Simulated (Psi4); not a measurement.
# AlSiNH6O (SMILES O[SiH2][NH][AlH2]) at CAM-B3LYP/6-31G(d) (spherical functions)

What is the energy change on altering one bond length of AlSiNH6O at CAM-B3LYP/6-31G* (spherical functions)? 

Program for the calculation: Psi4 1.11.

4 further runs of the same task are left out: 3 that didn't finish, 1 set aside as unsound or not needed.

## 1. The system as given

AlSiNH6O has 10 atoms, charge 0, and is taken as a singlet. As SMILES, `O[SiH2][NH][AlH2]`. Geometry: relaxed at PBE0-D4/def2-TZVP. This is one conformer, not always the lowest.

Bond lengths: O1–Si2 1.650 Å, Si2–N3 1.711 Å, N3–Al4 1.785 Å, O1–H5 0.958 Å, Si2–H6 1.486 Å, Si2–H7 1.491 Å, N3–H8 1.013 Å, Al4–H9 1.580 Å, Al4–H10 1.583 Å. Some angles: O1–Si2–N3 109.6°, Si2–N3–Al4 128.8°, O1–Si2–H6 111.3°, O1–Si2–H7 107.7°, N3–Si2–H6 106.5°, N3–Si2–H7 112.1°, Si2–O1–H5 117.1°, Si2–N3–H8 114.7°, Al4–N3–H8 116.5°, N3–Al4–H9 118.3°.

## 2. Energy and gradient at CAM-B3LYP/6-31G(d) (spherical functions)

run_ase.py reads:

```python
import numpy as np
from ase.calculators.psi4 import Psi4
from ase import Atoms

mol = Atoms(['O', 'Si', 'N', 'Al', 'H', 'H', 'H', 'H', 'H', 'H'], positions=[
    [-1.817400, -0.693800, -1.056500],
    [-0.576600, 0.373900, -0.851600],
    [0.693300, -0.382300, 0.009600],
    [1.233300, -0.094800, 1.686300],
    [-2.399800, -0.547900, -1.803100],
    [-1.000200, 1.543800, -0.039500],
    [-0.142800, 0.831300, -2.203200],
    [1.159400, -1.127800, -0.493000],
    [0.508400, 1.030600, 2.525200],
    [2.425400, -0.984200, 2.228700],
])
calc = Psi4(atoms=mol, method='cam-b3lyp', basis='6-31G*', memory='2200MB', num_threads=1, charge=0, multiplicity=1, label='calc')
calc.psi4.set_options({'puream': True, 'e_convergence': 1e-09, 'd_convergence': 1e-08, 'scf_type': 'pk', 'dft_radial_points': 99, 'dft_spherical_points': 590})
mol.calc = calc

forces = mol.get_forces()
print(f'energy: {mol.get_potential_energy():.6f} eV')
print('forces / eV A^-1')
print(np.round(forces, 5))
```

Command:

```sh
$ python run_ase.py
```

calc.dat:

```text
[...]
  Running in c1 symmetry.
[...]
  Nuclear repulsion =  207.762866418243391
[...]
  Multiplicity = 1
[...]
  Nalpha       = 24
  Nbeta        = 24
[...]
    Number of basis functions: 76
[...]
   @RKS iter   1:  -665.15081258437840   -5.43404e-01   1.20101e-02 DIIS/ADIIS
[...]
   @RKS iter  11:  -665.50110008705553   -6.25278e-12   6.59805e-09 DIIS
[...]
    Orbital Energies [Eh]
    ---------------------
    Doubly Occupied:
       1A    -66.212702     2A    -56.102109     3A    -19.206324
       4A    -14.372115     5A     -5.368489     6A     -4.203424
       7A     -3.728034     8A     -3.727116     9A     -3.726326
      10A     -2.760046    11A     -2.753606    12A     -2.752764
      13A     -1.075516    14A     -0.903998    15A     -0.627879
      16A     -0.549554    17A     -0.522203    18A     -0.476444
      19A     -0.433439    20A     -0.413462    21A     -0.388662
      22A     -0.364096    23A     -0.358189    24A     -0.335990
[...]
  @RKS Final Energy:  -665.50110008705553
   => Energetics <=
    Nuclear Repulsion Energy =            207.7628664182433909
    One-Electron Energy =               -1334.1678703737393334
    Two-Electron Energy =                 503.9329138257068053
    DFT Exchange-Correlation Energy =     -43.0290099572664104
    Empirical Dispersion Energy =           0.0000000000000000
    VV10 Nonlocal Energy =                  0.0000000000000000
    Total Energy =                       -665.5011000870555335
[...]
 Multipole Moments:
 ------------------------------------------------------------------------------------
     Multipole            Electronic (a.u.)      Nuclear  (a.u.)        Total (a.u.)
 ------------------------------------------------------------------------------------
 L = 1.  Multiply by 2.5417464519 to convert [e a0] to [Debye]
 Dipole X            :          0.5764347           -0.5649356            0.0114991
 Dipole Y            :         -1.2461190            1.1974702           -0.0486487
 Dipole Z            :          1.0502092           -1.6518771           -0.6016679
 Magnitude           :                                                    0.6037410
[...]
  -Total Gradient:
     Atom            X                  Y                   Z
    ------   -----------------  -----------------  -----------------
       1        0.000823905302     0.005509446110    -0.003798130916
       2        0.001150682216    -0.006932711866     0.001072143772
       3       -0.002188373212    -0.000021715398    -0.000944057770
       4       -0.000744937405    -0.000599253092    -0.003318394197
       5        0.004380360835    -0.000842405465     0.005232901251
       6       -0.001126633832     0.000357445250     0.000741145409
       7       -0.000343087773    -0.000161358139    -0.000344499683
       8       -0.001683004547     0.002512300196     0.001308309923
       9       -0.000277233664     0.000171833901    -0.000010379775
      10        0.000009235652     0.000010221998     0.000060683340
[...]
```

On the terminal:

```text
energy: -18109.207334 eV
forces / eV A^-1
[[-0.04237 -0.28331  0.19531]
 [-0.05917  0.35649 -0.05513]
 [ 0.11253  0.00112  0.04855]
 [ 0.03831  0.03081  0.17064]
 [-0.22525  0.04332 -0.26909]
 [ 0.05793 -0.01838 -0.03811]
 [ 0.01764  0.0083   0.01771]
 [ 0.08654 -0.12919 -0.06728]
 [ 0.01426 -0.00884  0.00053]
 [-0.00047 -0.00053 -0.00312]]
```

Wall time 21 s (1 thread of Intel Xeon 6975P-C (Granite Rapids), shared host); peak memory 1.3 GiB.

## 3. The distorted shape: a single-point energy at CAM-B3LYP/6-31G(d) (spherical functions)

alh6nosi.inp reads:

```
memory 2200 MB

molecule {
  0 1
  O     -3.69867024    -0.88838671    -1.71151739
  Si    -1.35389806     1.12927388    -1.32431251
  N      1.04586514    -0.29973702     0.30311963
  Al     2.06631725     0.24355924     3.47162342
  H     -4.79924673    -0.61267567    -3.12238692
  H     -2.15438605     3.34006447     0.21033408
  H     -0.53413487     1.99363461    -3.87846634
  H      2.19094847    -2.13123312    -0.93163498
  H      0.69645478     2.37025702     5.05691467
  H      4.31905976    -1.43716317     4.49661087
  units bohr
  symmetry c1
  no_reorient
  no_com
}

set globals {
  basis 6-31G*
  puream true
  e_convergence 1e-09
  d_convergence 1e-08
  scf_type pk
  dft_radial_points 99
  dft_spherical_points 590
}

energy_value, wavefunction = energy("cam-b3lyp", return_wfn=True)
oeprop(wavefunction, "QUADRUPOLE", "MULLIKEN_CHARGES", "MAYER_INDICES")
```

Command:

```sh
$ psi4 -i alh6nosi.inp -o alh6nosi.out -n 1
```

alh6nosi.out, cut to the lines that bear on the results:

```text
[...]
  Running in c1 symmetry.
[...]
  Nuclear repulsion =  206.269179669886512
[...]
  Multiplicity = 1
[...]
  Nalpha       = 24
  Nbeta        = 24
[...]
    Number of basis functions: 76
[...]
   @RKS iter   1:  -665.08502309698076   -6.27910e-01   1.21294e-02 ADIIS/DIIS
[...]
   @RKS iter  11:  -665.45992950383220   -1.70530e-11   9.39883e-09 DIIS
[...]
  @RKS Final Energy:  -665.45992950383220
   => Energetics <=
    Nuclear Repulsion Energy =            206.2691796698865119
    One-Electron Energy =               -1331.2989395449549193
    Two-Electron Energy =                 502.5215980926736847
    DFT Exchange-Correlation Energy =     -42.9517677214373848
    Empirical Dispersion Energy =           0.0000000000000000
    VV10 Nonlocal Energy =                  0.0000000000000000
    Total Energy =                       -665.4599295038321998
[...]
 Multipole Moments:
 ------------------------------------------------------------------------------------
     Multipole            Electronic (a.u.)      Nuclear  (a.u.)        Total (a.u.)
 ------------------------------------------------------------------------------------
 L = 1.  Multiply by 2.5417464519 to convert [e a0] to [Debye]
 Dipole X            :         14.6598598          -14.6420592            0.0178006
 Dipole Y            :        -13.3590478           13.2937358           -0.0653121
 Dipole Z            :        -17.4745695           16.8517990           -0.6227705
 Magnitude           :                                                    0.6264388
 L = 2.  Multiply by 1.3450342976 to convert [e a0^2] to [Debye ang]
 Quadrupole XX       :       -278.2218527          250.1653899          -28.0564628
 Quadrupole XY       :          5.0198925           -5.3160961           -0.2962036
[...]
  Mulliken Charges: (a.u.)
   Center  Symbol    Alpha    Beta     Spin     Total
       1     O     4.35624  4.35624  0.00000 -0.71247
       2    SI     6.61679  6.61679  0.00000  0.76641
       3     N     3.88034  3.88034  0.00000 -0.76067
       4    AL     6.28333  6.28333  0.00000  0.43334
       5     H     0.28734  0.28734  0.00000  0.42532
       6     H     0.55859  0.55859  0.00000 -0.11717
       7     H     0.56161  0.56161  0.00000 -0.12323
       8     H     0.35945  0.35945  0.00000  0.28111
       9     H     0.54496  0.54496  0.00000 -0.08992
      10     H     0.55136  0.55136  0.00000 -0.10271
[...]
```

It took 14 s on 1 thread of Intel Xeon 6975P-C (Granite Rapids), shared host; peak memory 1.3 GiB.

## 4. Results

Level: CAM-B3LYP/6-31G* (spherical functions).

| quantity | value |
| --- | --- |
| first shape: total energy | -665.50110 Eh |
| first shape: dipole moment | 1.53 D |
| first shape: HOMO energy | -9.14 eV |
| first shape: LUMO energy | 0.17 eV |
| first shape: HOMO–LUMO gap | 9.31 eV |
| first shape: largest force on an atom | 0.366 eV/Å |
| distorted shape: total energy | -665.45993 Eh |
| distorted shape: dipole moment | 1.59 D |
| distorted shape: HOMO energy | -9.07 eV |
| distorted shape: LUMO energy | 0.20 eV |
| distorted shape: HOMO–LUMO gap | 9.27 eV |
| energy change with the N3–H8 bond stretched from 1.013 to 1.317 Å | 1.120 eV |

What this shows: With the N3–H8 bond stretched from 1.013 to 1.317 Å the energy rises by 1.12 eV (108 kJ/mol). The first shape isn't relaxed at this level, so the change isn't measured from a minimum. The largest force (first shape) is 0.37 eV/Å: the shape isn't a stationary point for this species at this level.
